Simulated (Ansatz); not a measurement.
# ClH3HfSe3: the cost of one run

Program: Ansatz 0.2.0, Gaussian basis. Level of theory: the settings change from run to run. These are calculated values, not measurements.

## 1. The geometry

The structure was relaxed beforehand with PBE0-D4 in a triple-zeta def2 set. Hf takes a core potential in def2 sets; no spin-orbit term is included.

SMILES `[Cl][Hf]([SeH])([SeH])[SeH]`, 8 atoms, charge 0, spin multiplicity 1.

Atoms are counted from 1 here; the program's logs count them from 0.

Bond lengths: Cl1–Hf2 2.323 Å, Hf2–Se3 2.551 Å, Hf2–Se4 2.560 Å, Hf2–Se5 2.553 Å, Se3–H6 1.474 Å, Se4–H7 1.474 Å, Se5–H8 1.476 Å. Angles: Cl1–Hf2–Se3 110.9°, Cl1–Hf2–Se4 110.0°, Cl1–Hf2–Se5 112.0°, Se3–Hf2–Se4 110.5°, Se3–Hf2–Se5 104.4°, Se4–Hf2–Se5 108.9°, Hf2–Se3–H6 86.7°, Hf2–Se4–H7 86.3°, Hf2–Se5–H8 88.2°.

## 2. revPBE/def2-TZVPD

This run has multiplicity 3, D3(BJ) dispersion.

The input, in.yaml:

```yaml
crystal:
  periodic: [false, false, false]
  atoms:
    - {symbol: Cl, position_ang: [-2.382762, -1.147884, 1.193835]}
    - {symbol: Hf, position_ang: [-0.367905, -0.344210, 0.363115]}
    - {symbol: Se, position_ang: [1.604143, -1.327454, 1.648532]}
    - {symbol: Se, position_ang: [-0.330534, 2.213245, 0.481561]}
    - {symbol: Se, position_ang: [0.026810, -1.067976, -2.052912]}
    - {symbol: H, position_ang: [2.247647, -0.009240, 1.503563]}
    - {symbol: H, position_ang: [0.486668, 2.163643, -0.744536]}
    - {symbol: H, position_ang: [-1.284066, -0.480134, -2.393148]}
basis:
  gaussian: {orbitals: def2-TZVPD}
magnetization: {spin_polarized: true, initial_magnetization: 2}
hamiltonian: {xc: {name: revPBE}, dispersion: d3bj}
```

The run is started by

```console
> ansatz run in.yaml --threads 4 --pin off --events-out ev --progress --plain --max-ram 11315MiB
```

Q: Estimate wall time and peak memory on 4 threads of Arm Neoverse V1, shared host.

About 1.8 min, with a peak of 1.7 GiB.
